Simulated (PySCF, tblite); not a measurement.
**C₄H₈NO₂Si radical: geometry, infrared bands and EPR parameters**

Aim: predict the infrared bands and EPR parameters of C₄H₈NO₂Si radical (`O=COC/C=N\C[SiH2]`).

Computed with tblite 0.8.0 and PySCF 2.14.0, with density-fitted response routines of our own, on a single molecule in the gas phase. Atoms count from 0, in the outputs and in this text.

## Step 1: The molecule as given

16 atoms, charge 0, multiplicity 2; geometry from: force field or distance geometry start.

Bonds of the start (Å): O0–C1 1.26, C1–O2 1.38, O2–C3 1.43, C3–C4 1.48, C4–N5 1.28, N5–C6 1.42, C6–Si7 1.89, C1–H8 1.09, C3–H9 1.07, C3–H10 1.14, C4–H11 1.09, C6–H12 1.13, C6–H13 1.08, Si7–H14 1.47, Si7–H15 1.47.

## Step 2: Relaxing the molecule with GFN2-xTB

Job settings and geometry (Å):

```
{"job": {"kind": "relax", "xc": "GFN2-xTB", "basis": "xTB"}, "charge": 0, "multiplicity": 2}
O     -2.746800     0.007000     1.401400
C     -2.286000     0.980200     0.753500
O     -1.425200     0.844200    -0.310500
C     -1.082800    -0.475800    -0.726600
C     -0.407200    -1.223100     0.356900
N      0.856700    -1.271300     0.530100
C      1.687100    -0.554300    -0.366900
Si     2.043900     1.204900     0.225800
H     -2.539200     1.991500     1.065300
H     -0.561800    -0.353900    -1.655400
H     -2.077400    -0.990800    -0.911300
H     -1.023600    -1.786900     1.060900
H      2.697100    -1.045800    -0.255500
H      1.455700    -0.615300    -1.425000
H      2.216800     2.131300    -0.899800
H      3.185100     1.167100     1.145600
```

Run with:

```console
$ OMP_NUM_THREADS=1 python probes_run.py task.json out
```

One launch serves the whole session: the jobs run in the order shown.

**Question.** This job is followed by: GFN2-xTB harmonic vibrations, gas phase; UKS B3LYP, pcH-1 on C H N O Si, non-relativistic, mean-field spin-orbit, GIAO. What will the session give for the following? strongest single infrared mode (GFN2-xTB); zero-point energy (GFN2-xTB); g(iso) (B3LYP); ⟨S²⟩; largest a(iso) (averaged by class); potential on the surface of density 0.002 e/bohr³, 1st and 99th percentile.

**Answer**, as computed:

| quantity | value |
| --- | --- |
| strongest single infrared mode (GFN2-xTB) | 1790 cm⁻¹, 525 km/mol |
| zero-point energy (GFN2-xTB) | 71.1 kcal/mol |
| g(iso) (B3LYP) | 2.00295 |
| ⟨S²⟩ | 0.754 (exact 0.75) |
| largest a(iso) (averaged by class) | 29Si on Si7, -354.2 MHz |
| potential on the surface of density 0.002 e/bohr³, 1st and 99th percentile | -1.53 V and 1.26 V |

In words: The optimisation took 187 steps and gained 0.706 eV; among the close pairs (by a distance rule), O0–C1 changed most, from 1.257 to 1.195 Å. No mode is imaginary among the 42: a minimum at this level. The strongest single mode, at 1790 cm⁻¹, moves mainly C1 and O0. Unscaled tight-binding wavenumbers are off by several per cent, some by more. Its intensities can rank the bands wrongly. Si7 carries the largest spin population, 0.95 e. The isotropic g lies 0.6 ppt above the free-electron value. These values are for one conformer; the search (at its own cheap level) found 2 more, at 0.63, 3.18 kcal/mol, and measured spectra average over such forms.
